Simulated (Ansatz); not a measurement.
# CH₅AsS: one species, many methods

An exercise on one series of results from a longer session: the logs are not shown, and one member is left open.

Computed with Ansatz 0.2.0, Gaussian basis. Level: functionals in def2-TZVPP, the program's frozen cores in correlated methods.

Levels to be run: LDA (SPW92), PBE-D4, revPBE-D4, BLYP-D4, r2SCAN-D4, B97M-V, PBE0-D4, B3LYP-D4, r2SCANh-D4, r2SCAN0-D4, HSE06-D4, BHLYP-D4, CAM-B3LYP-D4, LC-ωPBE, ωB97X-V, ωB97M-V, B2PLYP, PBE-QIDH; CCSD(T)/def2-SVP; CCSD(T)/def2-TZVPP; MP2/def2-QZVPP; extrapolation to the limit; RPA on PBE.

### The geometry

The geometry comes from an earlier relaxation with PBE0-D4 in a triple-zeta def2 set; it is a stationary point, not always the lowest conformer.

SMILES `CS[AsH2]`, 8 atoms, charge 0, spin multiplicity 1.

Atoms are counted from 1 here; the program's logs count them from 0.

Bond lengths: C1–S2 1.810 Å, C1–H4 1.090 Å, C1–H5 1.089 Å, C1–H6 1.091 Å, S2–As3 2.233 Å, As3–H7 1.524 Å, As3–H8 1.524 Å. Angles: S2–C1–H4 111.5°, S2–C1–H5 111.5°, S2–C1–H6 106.0°, H4–C1–H5 110.0°, H4–C1–H6 108.8°, H5–C1–H6 108.8°, C1–S2–As3 99.1°, S2–As3–H7 96.4°, S2–As3–H8 96.3°, H7–As3–H8 91.8°.

Set-up of the first run:

in.yaml

```yaml
crystal:
  periodic: [false, false, false]
  atoms:
    - {symbol: C, position_ang: [-0.755158, 1.116455, -0.422606]}
    - {symbol: S, position_ang: [-0.246729, 0.110352, 0.993412]}
    - {symbol: As, position_ang: [1.036562, -1.375842, -0.070794]}
    - {symbol: H, position_ang: [-1.316689, 0.529516, -1.148949]}
    - {symbol: H, position_ang: [0.099735, 1.588986, -0.905172]}
    - {symbol: H, position_ang: [-1.406230, 1.894347, -0.020738]}
    - {symbol: H, position_ang: [2.210153, -1.310713, 0.898916]}
    - {symbol: H, position_ang: [0.470456, -2.610203, 0.620031]}
basis:
  gaussian: {orbitals: def2-TZVPP}
hamiltonian: {xc: lda}
output: {orbitals: {seedname: orbitals}}
```

Run with:

```
$ ansatz run in.yaml --threads 2 --pin off --events-out ev --progress --plain --max-ram 4352MiB
```

Steps of the session up to this table: LDA; PBE-D4 (GGA); revPBE-D4 (GGA); BLYP-D4 (GGA); r2SCAN-D4 (meta-GGA); B97M-V (meta-GGA); PBE0-D4 (hybrid); B3LYP-D4 (hybrid); r2SCANh-D4 (hybrid); r2SCAN0-D4 (hybrid); HSE06-D4 (hybrid); BHLYP-D4 (hybrid); CAM-B3LYP-D4 (range-separated); LC-ωPBE (range-separated); ωB97X-V (range-separated); ωB97M-V (range-separated); B2PLYP (double hybrid); PBE-QIDH (double hybrid).

One table of the session follows, with a row left open; its other results are not shown here.

It belongs to the step «Orbital energies across the functionals». 

```
  functional  HOMO (eV)  gap (eV)
 LDA (SPW92)      -5.59      4.02
      PBE-D4      -5.50      4.16
   revPBE-D4      -5.47      4.22
     BLYP-D4      -5.34      4.12
   r2SCAN-D4      -5.76      4.62
      B97M-V      -5.86      4.78
     PBE0-D4      -6.73      6.25
    B3LYP-D4          ?         ?
  r2SCANh-D4      -6.21      5.39
  r2SCAN0-D4      -6.89      6.53
    HSE06-D4      -6.33      5.48
    BHLYP-D4      -7.81      8.27
CAM-B3LYP-D4      -8.04      8.61
     LC-ωPBE      -9.44     11.16
     ωB97X-V      -9.09     10.69
     ωB97M-V      -8.92     10.35
```

Q: Estimate the row for B3LYP-D4 from the others.

Worked estimate for «HOMO (eV)». Against the share of exact exchange, BLYP-D4 (0, -5.34), BHLYP-D4 (0.5, -7.81) give a slope of -4.94 per unit share; at 0.2 the line stands at -6.33.

The run gave: HOMO (eV): -6.49; gap (eV): 5.79. In «HOMO (eV)» the line misses by +0.16.
